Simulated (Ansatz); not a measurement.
# MgSnH₃+ (SMILES [MgH][SnH2+]): molecular dynamics

The task is to watch the atoms for 30 steps of 0.25 fs, started with velocities for 200 K and run with a Nosé-Hoover thermostat.

Program: Ansatz 0.2.0, Gaussian basis. Level of theory: PBE0-D4/def2-SVP. These are calculated values, not measurements.

1 further run of the same task is left out (it didn't finish).

**1. Where the work starts**

SMILES `[MgH][SnH2+]`, 5 atoms, charge 1, spin multiplicity 1.

Atoms are counted from 1 here; the program's logs count them from 0.

Bond lengths: Mg1–H3 1.590 Å, Sn2–H4 1.741 Å, Sn2–H5 1.741 Å. Angles: H4–Sn2–H5 91.7°.

Coordinates:

```xyz
5
H3MgSn
Mg    0.7076   -1.4831    0.9612
Sn   -0.3539    0.7452   -0.5480
H     1.2588   -2.6603    1.8770
H    -1.7841    1.0102   -1.5038
H     0.1716    2.3880   -0.7864
```

**2. The run**

md/in.yaml

```yaml
crystal:
  periodic: [false, false, false]
  atoms:
    - {symbol: Mg, position_ang: [0.707630, -1.483130, 0.961170]}
    - {symbol: Sn, position_ang: [-0.353870, 0.745190, -0.547950]}
    - {symbol: H, position_ang: [1.258780, -2.660310, 1.877010]}
    - {symbol: H, position_ang: [-1.784110, 1.010220, -1.503810]}
    - {symbol: H, position_ang: [0.171560, 2.388020, -0.786410]}
basis:
  gaussian: {orbitals: def2-SVP}
total_charge: 1
hamiltonian: {xc: pbe0, dispersion: d4}
md: {n_steps: 30, timestep: 0.25, temperature: 200, ensemble: nvt_nose_hoover, seed: 724, initial_velocities: maxwell_boltzmann}
```

Launch:

```bash
> ansatz run in.yaml --threads 2 --pin off --events-out ev --progress --plain --max-ram 3481MiB
```

What does the calculation give? Wanted: temperature at the start; mean temperature, second half; lowest and highest potential energy, from the first frame; largest change of potential + kinetic.

The runs gave:

| quantity | value |
| --- | --- |
| length | 30 steps, 7.5 fs |
| temperature at the start | 200 K |
| mean temperature, second half | 297 K |
| lowest and highest potential energy, from the first frame | -48 and 0 meV |
| largest change of potential + kinetic | 0.3 meV |

The thermostat trades energy with the molecule, so the sum of potential and kinetic energy isn't conserved: it changes by -0 meV over the run. The mean temperature of the second half is still well above the 200 K set. The temperature runs between 200 and 324 K. No bond breaks or forms, judged by distance.
